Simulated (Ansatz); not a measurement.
# ScB (quintet): wave-function methods side by side, def2-SVP

One table from this session's results is given with a row withheld; the runs are named, their logs left out.

The runs use Ansatz 0.2.0, Gaussian basis; def2-SVP, core rule «outside noble gas», up to 10 orbitals frozen.

The runs, in order: UHF; CCSD(T) on ROHF; CCSD(T) on UHF; CISD; CCSDT(Q) on ROHF; CCSDT(Q) on UHF; Full CI.

24 further runs of the same task are left out: 10 for a known fault of the program, 4 that didn't finish, 10 set aside as unsound or not needed.

### What is computed

The geometry is a PBE0/def2-TZVP stationary point (not a proven minimum) of the parent state, kept for this charge and spin.

2 atoms, charge 0, spin multiplicity 5.

Atoms are counted from 1 here; the program's logs count them from 0.

Bond lengths: Sc1–B2 2.134 Å.

The first run:

in.yaml reads:

```yaml
crystal:
  periodic: [false, false, false]
  atoms:
    - {symbol: Sc, position_ang: [0.000000, 0.000000, 0.000000]}
    - {symbol: B, position_ang: [0.000000, 0.000000, 2.134400]}
basis:
  gaussian: {orbitals: def2-SVP}
magnetization: {spin_polarized: true, initial_magnetization: 4}
hamiltonian: {xc: hf}
output: {orbitals: {seedname: orbitals}}
```

Launch:

```console
ansatz run in.yaml --threads 1 --pin off --events-out ev --progress --plain --max-ram 2393MiB
```

Steps of the session up to this table: UHF; CCSD(T) on ROHF; CCSD(T) on UHF; CISD; CCSDT(Q) on ROHF; CCSDT(Q) on UHF; Full CI.

One of the session's tables, all rows but one given; the rest of the session is left out.

It belongs to the step «Misses and costs». 

```
   method  from FCI (meV)
      UHF         +3234.0
     RMP2          +968.8
     UMP2               ?
     CISD          +511.8
    RCCSD          +366.9
    UCCSD          +316.4
 RCCSD(T)           +85.3
 UCCSD(T)          +110.2
   RCCSDT           +26.2
   UCCSDT            +8.2
RCCSDT(Q)            +2.7
UCCSDT(Q)           -22.5
      FCI               0
```

Estimate the missing values for UMP2.

The run gave: from FCI (meV): +1337.6. In the column «from FCI (meV)» it lies between RMP2 (+968.8) and UHF (+3234.0).

Left out of the table: ROHF (another determinant or state than the rows shown).

Caveats from the session: UCCSDT(Q) falls below full CI: unrestricted runs freeze a spin-polarised core, another one than full CI's, and coupled cluster isn't variational. Levels on UHF freeze UHF's core orbitals, full CI those of ROHF, so the U rows can settle a little off it for that reason alone. Restricted and unrestricted rows rest on different reference determinants; where their highest levels disagree by more than a few hundredths of an eV, they describe different states and don't form one ladder.
